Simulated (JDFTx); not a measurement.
Here is a JDFTx 1.7.0 (patched build) calculation.

GaF.in

```
lattice \
    0.0000000000     5.3786140850     5.3786140850 \
    5.3786140850     0.0000000000     5.3786140850 \
    5.3786140850     5.3786140850     0.0000000000
coords-type Cartesian
ion Ga     2.6893070425     2.6893070425     2.6893070425 1
ion F      0.0000000000     0.0000000000     0.0000000000 1

ion-species pseudo/Ga.upf
ion-species pseudo/F.upf
elec-cutoff 42 336
elec-ex-corr gga-PBE
van-der-waals D3BJ
kpoint-folding 6 6 6
elec-smearing Fermi 0.0018374661
elec-n-bands 16
electronic-SCF nIterations 100 energyDiffThreshold 1e-09
electronic-minimize nIterations 30 energyDiffThreshold 1e-7
forces-output-coords Cartesian
lattice-minimize nIterations 40 energyDiffThreshold 1e-6

dump-name run.$VAR
dump End Ecomponents EigStats BandEigs Kpoints Forces Stress
```

Potentials or basis: PseudoDojo-SR-PBE-0.5-standard with smoothed tails.

The run is started by

```console
$ jdftx -c 1 -i GaF.in -o GaF.out
```

(1) Estimate the relaxed volume.

(2) Estimate the space group after relaxing (to 0.05 Å).

(3) What does it give for the Loewdin charges?

Results:

(1) 24.16 Å³/atom.

(2) F-43m (No. 216).

(3) Ga +0.50; F -0.47 e.
